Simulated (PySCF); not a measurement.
**La(OH)3: other spin states**

Aim: at the relaxed geometry of La(OH)3, try other spin states. It is a constructed species; whether it can be made isn't addressed.

The runs use PySCF 2.14.0; PBE0, La lcecp-1-SVP with ECP46, O def2-SVP, H def2-SVP; scalar-relativistic core potentials, no spin–orbit coupling.

2 further runs of the same task are left out: 1 for a known fault of the program, 1 that didn't finish.

## (1) The starting structure

7 atoms, charge 0, spin multiplicity 1.

Bond lengths: La1–O2 2.165 Å, La1–O4 2.165 Å, La1–O6 2.165 Å, O2–H3 0.958 Å, O4–H5 0.958 Å, O6–H7 0.958 Å. Angles: O2–La1–O4 115.9°, O2–La1–O6 115.9°, O4–La1–O6 115.9°, La1–O2–H3 171.8°, La1–O4–H5 171.8°, La1–O6–H7 171.8°.

As a file:

```xyz
7

La    0.00000    0.00000   -0.37611
O     2.11902   -0.00001    0.06723
H     3.01882   -0.00001    0.39514
O    -1.05950    1.83513    0.06723
H    -1.50940    2.61438    0.39514
O    -1.05952   -1.83512    0.06723
H    -1.50942   -2.61437    0.39514
```

Formal oxidation states: La +3. The 4f shell is empty and lies in the core potential. An earlier session relaxed this geometry at PBE0, La lcecp-1-SVP with ECP46, O def2-SVP, H def2-SVP (singlet, point group C3v).

Its energy there is -258.814403 Eh.

## (2) Multiplicity 3 at the relaxed geometry

Contents of run.py (the lines that set the calculation):

```python
mol = gto.M(atom='''
La     0.00000     0.00000    -0.37611
O      2.11902    -0.00001     0.06723
H      3.01882    -0.00001     0.39514
O     -1.05950     1.83513     0.06723
H     -1.50940     2.61438     0.39514
O     -1.05952    -1.83512     0.06723
H     -1.50942    -2.61437     0.39514''',
    basis={'La': 'lcecp-1-SVP', 'O': 'def2-SVP', 'H': 'def2-SVP'},
    ecp={'La': 'lcecp-1-SVP'},
    charge=0, spin=2)
mf = dft.UKS(mol, xc='PBE0')
mf.grids.atom_grid = (50, 194)  # f atoms: unpruned, at least (60, 302)
mf = mf.density_fit()  # fitting sets: La AutoAux, O def2-universal-JKFIT, H def2-universal-JKFIT
mf.conv_tol = 1e-08; mf.max_cycle = 55
mf.kernel(dm0)  # dm0: free metal ions and neutral atoms
```

On the command line:

```
> OMP_NUM_THREADS=2 python run.py
```

Standard output:

```text
init E= -270.902471081952
cycle= 1 E= -251.44462133172  delta_E= 19.5  |g|= 3.57  |ddm|= 4.07
cycle= 2 E= -238.830678051781  delta_E= 12.6  |g|= 4.66  |ddm|= 7.76
cycle= 3 E= -258.445924167612  delta_E= -19.6  |g|= 0.552  |ddm|= 6.44
cycle= 4 E= -258.529354024634  delta_E= -0.0834  |g|= 0.457  |ddm|=    2
cycle= 5 E= -258.627005013165  delta_E= -0.0977  |g|= 0.0854  |ddm|= 1.06
cycle= 6 E= -258.604867258084  delta_E= 0.0221  |g|= 0.229  |ddm|= 0.292
cycle= 7 E= -258.630944375408  delta_E= -0.0261  |g|= 0.0111  |ddm|= 0.225
cycle= 8 E= -258.631026191748  delta_E= -8.18e-05  |g|= 0.00189  |ddm|= 0.0201
cycle= 9 E= -258.631029243877  delta_E= -3.05e-06  |g|= 0.00148  |ddm|= 0.00959
cycle= 10 E= -258.631027936679  delta_E= 1.31e-06  |g|= 0.00229  |ddm|= 0.00343
cycle= 11 E= -258.631030581893  delta_E= -2.65e-06  |g|= 0.000261  |ddm|= 0.00278
cycle= 12 E= -258.631030618742  delta_E= -3.68e-08  |g|= 0.000222  |ddm|= 0.000879
cycle= 13 E= -258.631030642163  delta_E= -2.34e-08  |g|= 0.000113  |ddm|= 0.000304
cycle= 14 E= -258.631030647223  delta_E= -5.06e-09  |g|= 7.53e-05  |ddm|= 0.000114
Extra cycle  E= -258.631030576106  delta_E= 7.11e-08  |g|= 0.000385  |ddm|= 0.000429
converged SCF energy = -258.631030576106  <S^2> = 2.0154111  2S+1 = 3.0102565
```

Wall time 3.6 s (2 threads of Arm Neoverse V2, shared host).

It gives: E = -258.631031 Eh (+4.990 eV from the relaxed state), HOMO -2.82 eV, LUMO -6.75 eV (over both spins), ⟨S²⟩ = 2.015, Mulliken charge on La1 +0.62 e. The large-core potential holds the 4f shell empty. An empty level of one spin lies below a filled level of the other.

## (3) The states side by side

| state | energy from the relaxed state (eV) | ⟨S²⟩ | time |
| --- | --- | --- | --- |
| charge 0, singlet, vacuum (relaxed) | 0 | 0.00 |  |
| charge 0, triplet, vacuum | 4.99 | 2.02 | 3.6 s |

The triplet lies 4.99 eV above at this geometry. These are double-zeta-type bases without diffuse functions. Spin–orbit coupling is left out.
